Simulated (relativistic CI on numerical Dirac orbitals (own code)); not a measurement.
# Cu⁴⁺: L2,3 absorption with charge transfer

Wanted: the shape of the L2,3 absorption spectrum of Cu⁴⁺ in a cubic metal-ligand cluster, for 4 values of Veg.

The numbers are computed with relativistic CI on numerical Dirac orbitals (own code) version 3 (charge-transfer multiplet model of a cubic metal-ligand cluster with up to 2 ligand holes, Slater and spin-orbit integrals from Dirac-Coulomb-Breit ions, Slater integrals scaled by 0.8), except any that are marked as measured or tabulated.

## 1. Starting point

* ion: Cu⁴⁺ (Cu V)
* nuclear charge: 29
* electrons: 25
* d electrons: 7
* ligand holes at most: 2
* parameters: in eV; Veg, Vt2g hoppings, tenDq and tenDqL metal and ligand splittings (negative tenDq: tetrahedral), red the scaling of hopping with a core hole
* temperature: 300 K
* widths: Lorentz 0.4 eV, Gauss 0.3 eV

## 2. Veg = 0.68 eV

Settings of the run:

```ini
cluster ion=Cu4+ d7 ligand_holes=2 slater_scale=0.8
Delta=0.5 Udd=6.8 Upd=8.1 tenDq=-0.45 tenDqL=0 Veg=0.68 Vt2g=-1.15 red=1
spectrum xas L2,3 T=300 lorentz=0.4 gauss=0.3
```

Started as:

```sh
$ python run_levels.py task.json out
```

The settings of every run stand in task.json; they run in order.

## 3. Veg = 0.38 eV

Settings of the run:

```ini
cluster ion=Cu4+ d7 ligand_holes=2 slater_scale=0.8
Delta=0.5 Udd=6.8 Upd=8.1 tenDq=-0.45 tenDqL=0 Veg=0.38 Vt2g=-0.64 red=1
spectrum xas L2,3 T=300 lorentz=0.4 gauss=0.3
```

## 4. Veg = 0.98 eV

Settings of the run:

```ini
cluster ion=Cu4+ d7 ligand_holes=2 slater_scale=0.8
Delta=0.5 Udd=6.8 Upd=8.1 tenDq=-0.45 tenDqL=0 Veg=0.98 Vt2g=-1.66 red=1
spectrum xas L2,3 T=300 lorentz=0.4 gauss=0.3
```

## 5. Veg = 1.58 eV

Settings of the run:

```ini
cluster ion=Cu4+ d7 ligand_holes=2 slater_scale=0.8
Delta=0.5 Udd=6.8 Upd=8.1 tenDq=-0.45 tenDqL=0 Veg=1.58 Vt2g=-2.67 red=1
spectrum xas L2,3 T=300 lorentz=0.4 gauss=0.3
```

(Steps that only read results are left out.)

What does the calculation give? Wanted: d count; ground spin.

**Answer**, as computed:

| run | d count | weight without ligand hole | ground S | up to four highest peaks (% of the highest), eV from the first main peak |
| --- | --- | --- | --- | --- |
| Veg = 0.68 eV | 7.29 | 0.72 | 1.50 | 0.0 (100), 0.7 (99), 2.4 (29), 21.2 (34) |
| Veg = 0.38 eV | 7.14 | 0.86 | 1.50 | -1.6 (45), -0.9 (94), 0.0 (100), 1.4 (52) |
| Veg = 0.98 eV | 7.40 | 0.63 | 1.50 | 0.0 (100), 0.5 (89), 21.0 (32), 22.1 (17) |
| Veg = 1.58 eV | 7.54 | 0.51 | 1.50 | 0.0 (100), 1.3 (42), 20.9 (29), 21.6 (20) |

```
                           quantity         value
                            d count  7.14 to 7.54
ground spin (effective S from ⟨S²⟩)          1.50
```

What this shows: From Veg = 0.38 eV to Veg = 1.58 eV the ground-state d count goes from 7.14 to 7.54. In the first run d7 holds 72 % of the ground state. The cluster parameters are drawn, not fitted to a compound.
